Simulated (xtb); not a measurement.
# CH3FOSeSi (SMILES FC1O[SiH2][Se]1) at GFN-FF

Wanted: a geometry optimisation of CH3FOSeSi. 

The results are computed with xtb 6.7.1 later snapshot.

2 further runs of the same task are left out: 2 set aside as unsound or not needed.

## (1) The molecule

The species is CH3FOSeSi (8 atoms), meant as a singlet with charge 0. As SMILES, `FC1O[SiH2][Se]1`. All atoms were displaced at random from a relaxed shape. The run starts from this shape.

Bond lengths: F1–C2 1.408 Å, C2–O3 1.433 Å, O3–Si4 1.878 Å, C2–Se5 1.693 Å, Si4–Se5 2.168 Å, C2–H6 1.220 Å, Si4–H7 1.576 Å, Si4–H8 1.291 Å. Some angles: F1–C2–O3 110.5°, F1–C2–Se5 123.1°, O3–C2–Se5 107.6°, C2–O3–Si4 96.3°, O3–Si4–Se5 77.0°, C2–Se5–Si4 79.0°, F1–C2–H6 94.3°, O3–C2–H6 106.1°, Se5–C2–H6 113.6°, O3–Si4–H7 92.3°.

## (2) A geometry optimisation at GFN-FF

.CHRG

```
0
```

.UHF

```
0
```

start.xyz

```xyz
8

F     -1.51739     1.69842     0.42985
C     -0.30118     0.98942     0.44146
O      0.02374     0.52896    -0.87560
Si     0.49461    -1.21839    -0.37275
Se     0.02314    -0.27441     1.52093
H      0.38252     1.98172     0.63110
H     -0.73799    -1.83666    -1.13496
H      1.71266    -1.43104    -0.74281
```

Launch:

```
xtb start.xyz --opt vtight --gff -P 1 > run.log
```

Q: Predict the results. Wanted: steric energy; dipole moment; dispersion energy.

Computed results:

Level: GFN-FF.

| quantity | value |
| --- | --- |
| steric energy (arbitrary zero) | -0.90319 Eh |
| dipole moment (from atomic charges) | 3.30 D |
| dispersion energy | -10.22 kJ/mol |

At the final geometry: Bond lengths: F1–C2 1.339 Å, C2–O3 1.429 Å, O3–Si4 1.679 Å, C2–Se5 1.980 Å, Si4–Se5 2.276 Å, C2–H6 1.102 Å, Si4–H7 1.483 Å, Si4–H8 1.482 Å. Some angles: F1–C2–O3 113.6°, F1–C2–Se5 112.2°, O3–C2–Se5 101.5°, C2–O3–Si4 99.9°, O3–Si4–Se5 83.1°, C2–Se5–Si4 67.7°, F1–C2–H6 109.8°, O3–C2–H6 108.7°, Se5–C2–H6 110.8°, O3–Si4–H7 96.2°. The optimisation took 17 steps and changed the energy by -1.970 eV.
